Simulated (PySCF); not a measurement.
**[OsO3Cl]+: other functionals and bases at one geometry**

An exercise on one series of results from a longer session: the logs are not shown, and one member is left open.

Method: several levels, as the steps say, no spin–orbit coupling; program: PySCF 2.14.0.

3 further runs of the same task are left out: 1 for a known fault of the program, 2 that didn't finish.

### The system as given

5 atoms, charge 1, spin multiplicity 1.

Bond lengths: Os1–O2 1.683 Å, Os1–O3 1.683 Å, Os1–O4 1.683 Å, Os1–Cl5 2.197 Å. Angles: O2–Os1–O3 109.4°, O2–Os1–O4 109.4°, O2–Os1–Cl5 109.6°, O3–Os1–O4 109.4°, O3–Os1–Cl5 109.6°, O4–Os1–Cl5 109.6°.

As a file:

```
Os    0.0868   -0.0868    0.0868
O     1.0596    0.8820    1.0596
O    -0.8820   -1.0596    1.0596
O     1.0596   -1.0596   -0.8820
Cl   -1.1815    1.1815   -1.1815
```

Formal oxidation states: Os +8. An earlier session relaxed this geometry at B3LYP, Os def2-SVP with ECP60, O def2-SVP, Cl def2-SVP (singlet, point group C3v).

At B3LYP on the finer grid: E = -775.935892 Eh, HOMO -16.58 eV, LUMO -11.66 eV, Mulliken charge on Os1 +1.32 e, largest force component 0.007 eV/Å. 

Levels to run: CAM-B3LYP; TPSSh; revPBE; HF; B3LYP, TZVP; B3LYP, x2c-SVP. Hardware: 2 threads of Arm Neoverse V2, shared host.

The first run:

run.py (the lines that set the calculation) reads:

```python
mol = gto.M(atom='''
Os     0.08679    -0.08679     0.08679
O      1.05960     0.88204     1.05960
O     -0.88204    -1.05960     1.05960
O      1.05960    -1.05960    -0.88204
Cl    -1.18147     1.18147    -1.18147''',
    basis={'Os': 'def2-SVP', 'O': 'def2-SVP', 'Cl': 'def2-SVP'},
    ecp={'Os': 'def2-SVP'},
    charge=1, spin=0)
mf = dft.RKS(mol, xc='CAMB3LYP')
mf.grids.atom_grid = (75, 302)
mf = mf.density_fit()  # fitting sets: Os def2-universal-JKFIT, O def2-universal-JKFIT, Cl def2-universal-JKFIT
mf.conv_tol = 1e-08; mf.max_cycle = 55
mf.kernel(dm0)  # dm0: the density of the relaxed state
```

Run with:

```sh
$ OMP_NUM_THREADS=2 python run.py
```

Steps of the session up to this table: CAM-B3LYP; TPSSh; revPBE; HF; B3LYP, TZVP; B3LYP, x2c-SVP.

One table of the session follows, with a row left open; its other results are not shown here.

```
               level  HOMO (eV)  gap (eV)  charge on Os1 (e)  dipole (D)  largest force component (eV/Å)
B3LYP (relaxed here)     -16.58      4.92               1.32        2.04                            0.01
           CAM-B3LYP     -18.14      7.65               1.33        1.91                            0.65
               TPSSh          ?         ?                  ?           ?                               ?
              revPBE     -15.39      3.49               1.24        1.92                            0.68
                  HF     -20.16     11.40               1.75        1.87                            2.96
         B3LYP, TZVP     -16.45      4.95               1.58        2.16                            0.27
      B3LYP, x2c-SVP     -16.65      4.75               1.16        2.14                            0.47
```

Q: Estimate the row for TPSSh from the others.

As computed: HOMO (eV): -16.17; gap (eV): 4.32; charge on Os1 (e): 1.37; dipole (D): 1.88; largest force component (eV/Å): 0.23. In the column «HOMO (eV)» it lies between B3LYP, TZVP (-16.45) and revPBE (-15.39).

The dipole of a charged species depends on the origin, so these sizes hold for this origin alone.

In one basis the HOMO–LUMO gap runs from 3.49 eV (revPBE) to 11.40 eV (HF). The largest leftover force, 2.96 eV/Å with HF, stands at a geometry relaxed at another level. Total energies of different levels can't be compared.
